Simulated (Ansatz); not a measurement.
# Ga4SbP3: the cell at several levels of theory

How does the equilibrium cell of Ga4SbP3, ordered on the zincblende lattice (I-42m) with 8 atoms a cell depend on the functional? It is relaxed with PBE and r2SCAN. This is a trial cell built on a prototype, not taken from a measured structure, and it needn't be the compound's ground state.

The runs shown are made with Ansatz 0.2.0. PAW datasets, plane waves, zero pressure. Simulation only: spin-unpolarised, and no claim that this is the phase found in nature.

### 1 Starting point

This is the cell as the run starts from it, not yet at rest; its lengths are not the crystal's.

The symmetry is I-42m (No. 121, tetragonal); a = 5.402 Å, c = 10.803 Å in the conventional setting, 19.70 Å³ an atom. P has 4 Ga at 2.34 Å; Ga has 3 P at 2.34 Å and 1 Sb at 2.34 Å; Sb has 4 Ga at 2.34 Å.

Coordinates:

```cif
data_structure
_symmetry_space_group_name_H-M 'I-42m'
_symmetry_Int_Tables_number 121
_cell_length_a 5.4016
_cell_length_b 5.4016
_cell_length_c 10.8031
_cell_angle_alpha 90.000
_cell_angle_beta 90.000
_cell_angle_gamma 90.000
_cell_volume 315.20
loop_
_atom_site_label
_atom_site_type_symbol
_atom_site_symmetry_multiplicity
_atom_site_Wyckoff_symbol
_atom_site_fract_x
_atom_site_fract_y
_atom_site_fract_z
_atom_site_occupancy
P1 P 4 d 0.50000 0.00000 0.25000 1
Ga1 Ga 8 i 0.25000 0.75000 0.12500 1
P2 P 2 b 0.50000 0.50000 0.00000 1
Sb1 Sb 2 a 0.00000 0.00000 0.00000 1
```

### 2 Relaxing with PBE

File input.yaml:

```yaml
crystal:
  lattice:
    - [-2.7007868242, 2.7007868242, 5.4015736485]
    - [2.7007868242, -2.7007868242, 5.4015736485]
    - [2.7007868242, 2.7007868242, -5.4015736485]
  atoms:
    - { symbol: P, position: [0.25, 0.75, 0.5] }
    - { symbol: Ga, position: [0.875, 0.375, 0.0] }
    - { symbol: P, position: [0.5, 0.5, 0.0] }
    - { symbol: Ga, position: [0.125, 0.125, 0.5] }
    - { symbol: P, position: [0.75, 0.25, 0.5] }
    - { symbol: Ga, position: [0.375, 0.875, 0.0] }
    - { symbol: Sb, position: [0.0, 0.0, 0.0] }
    - { symbol: Ga, position: [0.625, 0.625, 0.5] }
kpoints:
  mp_grid: { grid: [6, 6, 6] }
hamiltonian:
  xc: pbe
scf:
  occupations: { method: fermi_dirac, width: 0.02 }
relax:
  f_tol: 0.005
  cell: {}
```

Command:

```console
ansatz run input.yaml --threads 2 --pin off --max-ram 29491MiB --backend cpu --events-out ev --progress --plain --runs-dir out
```

Further steps of the session: r2SCAN: cell and atoms.

Q: Predict the outcome of this session. Wanted: for each run, a; c; volume; space group; SCF geometries.

The runs gave:

```
 level  a (Å)   c (Å)  volume (Å³/atom)  space group  SCF geometries
   PBE  5.683  11.328            22.863        I-42m               7
r2SCAN  5.622  11.213            22.148        I-42m               5
```

**Reading.** The first relaxation changed the volume by +16.1 % from the start. r2SCAN gives the smallest cell and PBE the largest; they differ by 3.2 % in volume, a mean of 1.1 % in length.
